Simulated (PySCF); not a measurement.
Crystal: FAlSH2, in a box.

```
F Al S H
1.0
    12.00000    0.00000    0.00000
     0.00000   12.00000    0.00000
     0.00000    0.00000   11.00000
F Al S H
1 1 1 2
Direct
  0.39116 0.38950 0.59230
  0.44862 0.49173 0.51479
  0.61946 0.53270 0.56103
  0.37969 0.55335 0.41388
  0.62248 0.61400 0.47689
```

Program: PySCF 2.14.0. Alike in all runs: task atomic charges; potentials or basis 6-31g* (all-electron); no spin polarisation; cell as given; k mesh 1 × 1 × 1; smearing fixed.

Problem. Order these runs on this cell by their band gap on the k mesh, lowest first.
A. level HCTH407+D3(BJ); three-body dispersion term no
B. level TPSSh+D4; exxdiv ewald; three-body dispersion term yes
C. level PBEsol0; exxdiv ewald

Solution. A (5.24 eV), B (6.19 eV), C (7.15 eV).

Caveats: this is a molecule in a periodic box at the Γ point, so its band gap is the HOMO-LUMO gap; the basis of atomic orbitals isn't converged, which shifts pressures, moduli and gaps.

A k mesh can miss the band edges.

Not every run made on this cell is shown here.
